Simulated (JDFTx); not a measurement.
A run of JDFTx 1.7.0 (patched build) is set up as follows.

Contents of fluid.in:

```
lattice \
   17.0075351216     0.0000000000     0.0000000000 \
    0.0000000000    17.0075351216     0.0000000000 \
    0.0000000000     0.0000000000    22.6767134955
coords-type Cartesian
ion Al     8.5283339248     8.5434517527     9.3899422304 1
ion Cl     8.5283339248     8.5434517527    13.4152724904 1

ion-species pseudo/Al.upf
ion-species pseudo/Cl.upf
elec-cutoff 29
elec-ex-corr gga-PBEsol
kpoint-folding 1 1 1
elec-n-bands 10
electronic-minimize nIterations 100 energyDiffThreshold 1e-06
fluid NonlinearPCM
pcm-variant GLSSA13
fluid-solvent H2O
fluid-minimize nIterations 100 energyDiffThreshold 1e-7
initial-state vacuum.$VAR
core-overlap-check none
forces-output-coords Cartesian

dump-name fluid.$VAR
dump End Ecomponents EigStats BandEigs Kpoints Forces
```

Potentials or basis: PseudoDojo-SR-PBEsol-0.4.1-standard with smoothed tails.

Run with:

```bash
$ jdftx -c 1 -i fluid.in -o fluid.out
```

(1) Estimate the Loewdin charges.

(2) Estimate the solvation energy.

(3) Predict the largest force.

## Answers

(1) Al +0.42; Cl -0.35 e.

(2) -0.151 eV.

(3) 0.823 eV/Å.

Caveat: forces may be off by hundredths of an eV/Å; forces in the liquid are good to some per cent; the liquid is a continuum model, checked here against plausible ranges alone.
